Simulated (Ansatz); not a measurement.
**F2H4O2Si2: one species, many methods**

How much do the methods differ for F2H4O2Si2? The plan is to run it at one geometry with functionals of several rungs and with coupled cluster, and see how far each lands from CCSD(T) at the basis-set limit for the atomisation energy.

Computed with Ansatz 0.2.0, Gaussian basis. Level: functionals in def2-TZVPP, the program's frozen cores in correlated methods.

The runs, in order: LDA (SPW92), PBE-D4, revPBE-D4, BLYP-D4, r2SCAN-D4, B97M-V, PBE0-D4, B3LYP-D4, r2SCANh-D4, r2SCAN0-D4, HSE06-D4, BHLYP-D4, CAM-B3LYP-D4, LC-ωPBE, ωB97X-V, ωB97M-V, B2PLYP, PBE-QIDH; CCSD(T)/def2-SVP; CCSD(T)/def2-TZVPP; MP2/def2-QZVPP; extrapolation to the limit; RPA on PBE.

### 1 The geometry

The geometry comes from an earlier relaxation with PBE0-D4 in a triple-zeta def2 set; it is a stationary point, not always the lowest conformer.

10 atoms, charge 0, spin multiplicity 1.

Atoms are counted from 1 here; the program's logs count them from 0.

Bond lengths: O1–Si2 1.611 Å, O1–H7 0.958 Å, Si2–F3 1.581 Å, Si2–F4 1.581 Å, Si2–O5 1.590 Å, O5–Si6 1.640 Å, Si6–H8 1.481 Å, Si6–H9 1.483 Å, Si6–H10 1.483 Å. Angles: Si2–O1–H7 119.1°, O1–Si2–F3 111.1°, O1–Si2–F4 111.1°, O1–Si2–O5 108.3°, F3–Si2–F4 105.2°, F3–Si2–O5 110.6°, F4–Si2–O5 110.6°, Si2–O5–Si6 155.0°, O5–Si6–H8 107.8°, O5–Si6–H9 109.5°, O5–Si6–H10 109.4°, H8–Si6–H9 110.1°, H8–Si6–H10 110.1°, H9–Si6–H10 109.8°.

Coordinates:

```xyz
10
F2H4O2Si2
O    -1.9095    0.6516    1.3169
Si   -0.3265    0.5797    1.0252
F     0.3046    2.0273    0.9567
F     0.4358   -0.1506    2.2020
O    -0.1075   -0.1920   -0.3479
Si    0.7843   -0.8658   -1.5485
H    -2.2173    1.0933    2.1090
H    -0.1512   -1.3642   -2.5830
H     1.6877    0.1579   -2.1282
H     1.5830   -1.9883   -0.9991
```

### 2 LDA

This LDA is Slater exchange with PW92 correlation.

in.yaml reads:

```yaml
crystal:
  periodic: [false, false, false]
  atoms:
    - {symbol: O, position_ang: [-1.909519, 0.651595, 1.316894]}
    - {symbol: Si, position_ang: [-0.326536, 0.579653, 1.025195]}
    - {symbol: F, position_ang: [0.304594, 2.027263, 0.956688]}
    - {symbol: F, position_ang: [0.435757, -0.150553, 2.201987]}
    - {symbol: O, position_ang: [-0.107487, -0.192003, -0.347882]}
    - {symbol: Si, position_ang: [0.784293, -0.865815, -1.548511]}
    - {symbol: H, position_ang: [-2.217290, 1.093271, 2.109017]}
    - {symbol: H, position_ang: [-0.151239, -1.364233, -2.582990]}
    - {symbol: H, position_ang: [1.687666, 0.157924, -2.128174]}
    - {symbol: H, position_ang: [1.582963, -1.988302, -0.999124]}
basis:
  gaussian: {orbitals: def2-TZVPP}
hamiltonian: {xc: lda}
output: {orbitals: {seedname: orbitals}}
```

Launch:

```console
$ ansatz run in.yaml --threads 4 --pin off --events-out ev --progress --plain --max-ram 10444MiB
```

After this run come: PBE-D4 (GGA); revPBE-D4 (GGA); BLYP-D4 (GGA); r2SCAN-D4 (meta-GGA); B97M-V (meta-GGA); B3LYP-D4 (hybrid); r2SCANh-D4 (hybrid); r2SCAN0-D4 (hybrid); HSE06-D4 (hybrid); BHLYP-D4 (hybrid); CAM-B3LYP-D4 (range-separated); LC-ωPBE (range-separated); ωB97X-V (range-separated); ωB97M-V (range-separated); B2PLYP (double hybrid); PBE-QIDH (double hybrid); CCSD(T) in def2-SVP; CCSD(T) in def2-TZVPP; MP2 in def2-QZVPP; RPA on PBE orbitals.

Q: Predict the results of all the runs planned. Wanted: atomisation energy, CCSD(T)/CBS; farthest beyond LDA; mean size of error, GGA; mean size of error, meta-GGA; mean size of error, hybrid; mean size of error, range-separated; mean size of error, double hybrid; gap, smallest and largest; T1 diagnostic.

**Answer**, as computed:

```
                               quantity                                      value
        atomisation energy, CCSD(T)/CBS                              4088.6 kJ/mol
 functionals within 20.4 kJ/mol (0.5 %)                               CAM-B3LYP-D4
                    farthest beyond LDA                   BHLYP-D4 (-179.4 kJ/mol)
                mean size of error, GGA                                84.4 kJ/mol
           mean size of error, meta-GGA                                34.4 kJ/mol
             mean size of error, hybrid                               109.2 kJ/mol
    mean size of error, range-separated                                33.8 kJ/mol
      mean size of error, double hybrid                                85.4 kJ/mol
              gap, smallest and largest  6.71 eV (LDA (SPW92)), 14.26 eV (LC-ωPBE)
                          T1 diagnostic                                     0.0112
triples share of the correlation energy                                      3.0 %
```

**Reading.** LDA overbinds by 508.5 kJ/mol (12 %). PBE-D4 is off by -36.6 kJ/mol. Double hybrids carry the basis error of their MP2 part in triple zeta, and no dispersion term here, so their miss is partly the set-up's. By mean error the best rung here is range-separated (33.8 kJ/mol) and the worst beyond LDA is hybrid (109.2 kJ/mol). The gap between the best rungs is small, so their order is not settled. The mean of the hybrids holds BHLYP, with half exact exchange. The reference freezes the cores and leaves out relativity and excitations past (T), so misses under about 20.4 kJ/mol can't be ranked. Hartree-Fock recovers 74 % of the binding; the rest is correlation. CCSD(T) in def2-SVP is off by -384.9 kJ/mol, more than most functionals: a good method in a small basis is no reference. The gap grows from 6.7 to 14.3 eV across the functionals, mostly with the share of exact exchange.
